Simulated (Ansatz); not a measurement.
**CH5GeS radical: basis-set convergence**

Aim: see how fast density functionals converge with the basis set for CH5GeS radical.

Program: Ansatz 0.2.0, Gaussian basis. Level of theory: one geometry, several basis sets. These are calculated values, not measurements.

The runs, in order: PBE0-D4/def2-SVP; ωB97M-V/def2-SVP; PBE0-D4/def2-QZVPP; ωB97M-V/def2-QZVPP; the functionals' def2-TZVPP values are taken from earlier runs.

## 1. The relaxed structure

An earlier PBE0-D4 in a triple-zeta def2 set relaxation fixed the geometry.

SMILES `C[S][GeH2]`, 8 atoms, charge 0, spin multiplicity 2.

Atoms are counted from 1 here; the program's logs count them from 0.

Bond lengths: C1–S2 1.812 Å, C1–H4 1.089 Å, C1–H5 1.090 Å, C1–H6 1.090 Å, S2–Ge3 2.207 Å, Ge3–H7 1.554 Å, Ge3–H8 1.546 Å. Angles: S2–C1–H4 111.0°, S2–C1–H5 111.1°, S2–C1–H6 106.7°, H4–C1–H5 110.0°, H4–C1–H6 108.8°, H5–C1–H6 109.0°, C1–S2–Ge3 100.5°, S2–Ge3–H7 108.4°, S2–Ge3–H8 105.4°, H7–Ge3–H8 110.7°.

## 2. PBE0-D4 in def2-SVP

Input file in.yaml:

```yaml
crystal:
  periodic: [false, false, false]
  atoms:
    - {symbol: C, position_ang: [-0.638755, 1.117072, -0.402116]}
    - {symbol: S, position_ang: [-0.851676, -0.165660, 0.859555]}
    - {symbol: Ge, position_ang: [0.635302, -1.648882, 0.181677]}
    - {symbol: H, position_ang: [-0.953794, 0.758653, -1.381499]}
    - {symbol: H, position_ang: [0.395589, 1.457808, -0.444751]}
    - {symbol: H, position_ang: [-1.275792, 1.952154, -0.111131]}
    - {symbol: H, position_ang: [1.964601, -0.906342, -0.127144]}
    - {symbol: H, position_ang: [0.816726, -2.622005, 1.369510]}
basis:
  gaussian: {orbitals: def2-SVP}
magnetization: {spin_polarized: true, initial_magnetization: 1}
hamiltonian: {xc: pbe0, dispersion: d4}
output: {orbitals: {seedname: orbitals}}
```

Started as:

```
ansatz run in.yaml --threads 4 --pin off --events-out ev --progress --plain --max-ram 10444MiB
```

After this run come: ωB97M-V in def2-SVP; PBE0-D4 in def2-QZVPP; ωB97M-V in def2-QZVPP.

Before running them: what should the planned runs give, taken together? Wanted: PBE0-D4: double and triple zeta above quadruple; ωB97M-V: double and triple zeta above quadruple.

As calculated:

```
                                       quantity           value
PBE0-D4: double and triple zeta above quadruple  13.79, 1.62 eV
ωB97M-V: double and triple zeta above quadruple  13.79, 1.58 eV
```

**Reading.** For PBE0-D4 the step from double to triple zeta gains 12.17 eV and the next only 1.62 eV. These are total energies; as a rule much of such shifts cancels in differences, which this series doesn't test.
